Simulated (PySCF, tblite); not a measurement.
# C3H7GeN3: geometry, infrared bands and NMR shifts

Wanted: the infrared bands and NMR shifts of C3H7GeN3 (`Cc1cnn[n]1[GeH3]`), by calculation.

The runs use tblite 0.8.0 and PySCF 2.14.0, with density-fitted response routines of our own; the level of theory stands in each step. All values are computed, except where a source is named. Atoms are numbered from 0 throughout.

## (1) Starting geometry

14 atoms, charge 0, multiplicity 1; geometry from: force field or distance geometry start.

Bonds of the start (Å): C0–C1 1.51, C1–C2 1.36, C2–N3 1.36, N3–N4 1.32, N4–N5 1.32, N5–Ge6 1.87, N5–C1 1.34, C0–H7 1.11, C0–H8 1.11, C0–H9 1.11, C2–H10 1.09, Ge6–H11 1.54, Ge6–H12 1.56, Ge6–H13 1.55.

## (2) Relaxing the molecule with GFN2-xTB

What the job is given:

```
{"job": {"kind": "relax", "xc": "GFN2-xTB", "basis": "xTB"}, "charge": 0, "multiplicity": 1}
C     -0.752200    -1.289300     0.754100
C     -0.756100     0.098400     0.170800
C     -1.806900     0.958200     0.086200
N     -1.371300     2.094500    -0.522100
N     -0.081900     1.909600    -0.761400
N      0.307300     0.720300    -0.351400
Ge     2.038300     0.048400    -0.585400
H     -1.774300    -1.549500     1.107800
H     -0.437400    -2.017600    -0.018700
H     -0.065800    -1.337000     1.619700
H     -2.836700     0.791700     0.407600
H      3.029000     1.217200    -0.756300
H      2.434400    -0.788000     0.671000
H      2.073100    -0.857500    -1.844200
```

Run with:

```console
> OMP_NUM_THREADS=1 python probes_run.py task.json out
```

This one command runs all jobs of the session in turn.

**Question.** This job is followed by: GFN2-xTB harmonic vibrations, gas phase; GIAO PBE0/pcSseg-1 NMR shielding, non-relativistic, gas phase. Predict these results of the whole session: strongest single infrared mode (GFN2-xTB); zero-point energy (GFN2-xTB); 13C shifts against TMS (PBE0/pcSseg-1); 1H shifts against TMS (PBE0/pcSseg-1, means over atoms taken as alike); 15N shifts against NH3 (PBE0/pcSseg-1); 73Ge shifts against GeMe4 (PBE0/pcSseg-1).

**Answer**, as computed:

```
                                                              quantity                    value
                             strongest single infrared mode (GFN2-xTB)    2055 cm⁻¹, 424 km/mol
                                          zero-point energy (GFN2-xTB)            60.4 kcal/mol
                                13C shifts against TMS (PBE0/pcSseg-1)   143.4, 136.4, 11.6 ppm
1H shifts against TMS (PBE0/pcSseg-1, means over atoms taken as alike)     7.58, 5.18, 2.59 ppm
                                15N shifts against NH3 (PBE0/pcSseg-1)  417.7, 399.5, 260.2 ppm
                             73Ge shifts against GeMe4 (PBE0/pcSseg-1)                 -158 ppm
```

What this shows: The optimisation took 68 steps and gained 0.323 eV; among the close pairs (by a distance rule), Ge6–H12 changed most, from 1.560 to 1.496 Å. No mode is imaginary among the 36: a minimum at this level. The strongest single mode, at 2055 cm⁻¹, moves mainly H12 and H13. GFN2-xTB is a fitted tight-binding method: band positions and strengths are rough. Its intensities can rank the bands wrongly. At PBE0/pcSseg-1: Shielding is most anisotropic at N3 (span 557 ppm, paramagnetic term -460 ppm). NICS(1)zz of -33 ppm above the planar ring from C1 marks a diatropic (aromatic) ring current. Spin-orbit coupling is left out, which matters for shieldings and couplings at and beside the heavy atoms.
